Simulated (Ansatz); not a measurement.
# BGeHP: the cost of one run

Computed with Ansatz 0.2.0, Gaussian basis. Level: the settings change from run to run.

25 further runs of the same task are left out: 16 that didn't finish, 9 set aside as unsound or not needed.

## 1. The system

The geometry is a PBE0/def2-TZVP stationary point (not a proven minimum) with its atoms shifted at random (size 0.040 Å). No spin-orbit coupling is included. The filled d shell of Ge may be among the frozen orbitals whatever the setting's name suggests; the logs give the count.

4 atoms, charge 0, spin multiplicity 4.

Atoms are counted from 1 here; the program's logs count them from 0.

Bond lengths: Ge1–B2 1.969 Å, B2–P3 1.952 Å, P3–H4 1.365 Å. Angles: Ge1–B2–P3 177.6°, B2–P3–H4 94.6°.

Geometry (Å):

| atom | x (Å) | y (Å) | z (Å) |
| --- | --- | --- | --- |
| Ge1 | 0.0023 | -0.3132 | 2.4907 |
| B2 | 0.0015 | -0.3066 | 0.5214 |
| P3 | 0.0495 | -0.3662 | -1.4294 |
| H4 | -0.0533 | 0.9860 | -1.5827 |

## 2. CCSD(T) on ROHF/6-31G*

Contents of in.yaml:

```yaml
crystal:
  periodic: [false, false, false]
  atoms:
    - {symbol: Ge, position_ang: [0.002340, -0.313213, 2.490690]}
    - {symbol: B, position_ang: [0.001491, -0.306593, 0.521394]}
    - {symbol: P, position_ang: [0.049472, -0.366200, -1.429427]}
    - {symbol: H, position_ang: [-0.053303, 0.986006, -1.582656]}
basis:
  gaussian: {orbitals: "6-31G*"}
magnetization: {spin_polarized: false, initial_magnetization: 3}
correlation: {method: ccsd_t, electrons: outside_noble_gas}
scf: {omitted_lower_state_checks: [cluster_reference]}
output: {forces: true}
```

Run with:

```
> ansatz run in.yaml --threads 1 --pin off --events-out ev --progress --plain --max-ram 2393MiB
```

**Question.** How long does this run take on 1 thread of Arm Neoverse V2, shared host, and how much memory does it need?

About 13 s, with a peak of 0.26 GiB.
